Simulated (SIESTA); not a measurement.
## Ag2Au3 in SIESTA: convergence with k mesh

Ag2Au3, a slab with vacuum:

```
Au Ag
1.0
     2.93517    0.00000    0.00000
    -1.46758    2.54193    0.00000
     0.00000    0.00000   24.39381
Au Ag
3 2
Cartesian
  1.4676 0.8473 7.5000
  1.4676 0.8473 12.1969
  1.4676 0.8473 16.8938
  0.0000 0.0000 9.8485
  0.0000 0.0000 14.5454
```

| Quantity | Value |
| --- | --- |
| Program | SIESTA 5.4.2 |
| Task | single point |
| Functional | LDA |
| Potentials or basis | PseudoDojo 0.4 standard (LDA files) |
| Basis | DZP (energy shift 0.003 Ry; two zetas on semicore shells) |
| Grid cutoff | 800 Ry |
| Energy shift | 0.003 Ry |
| k mesh | 2 × 2 × 1 |
| Occupations | fermi-dirac, width 0.05 eV |
| Spin | no spin polarisation |

These are the settings of the first run; the series varies k mesh, with any setting tied to it.

Hardware: 1 thread of Arm Neoverse V1, on a shared host.

```csv
k mesh,"energy less the tightest run, at zero smearing (meV/atom)",largest force (eV/Å),SCF cycles,CPU time (s),peak memory (GiB)
2 × 2 × 1,1629.26,0.443,17,83,0.48
4 × 4 × 1,149.08,0.230,14,75,0.48
6 × 6 × 1,58.09,0.393,16,84,0.48
7 × 7 × 1,-18.86,0.479,14,77,0.48
8 × 8 × 1,16.40,0.421,13,76,0.48
10 × 10 × 1,2.12,0.313,14,83,0.48
12 × 12 × 1,0.00,0.360,14,87,0.48
```

Not settled before the last step: the energy (to 1 meV/atom), the largest force (to 0.005 eV/Å). Meshes of other sizes hit other points, so gaps and Fermi surfaces needn't settle smoothly. The tightest run that finished is the yardstick and may itself not be fully converged.

Caveat, for the tightest run too: the basis of atomic orbitals isn't converged, which shifts pressures, moduli and gaps. Spin-orbit coupling is left out, which matters for the levels of Au.
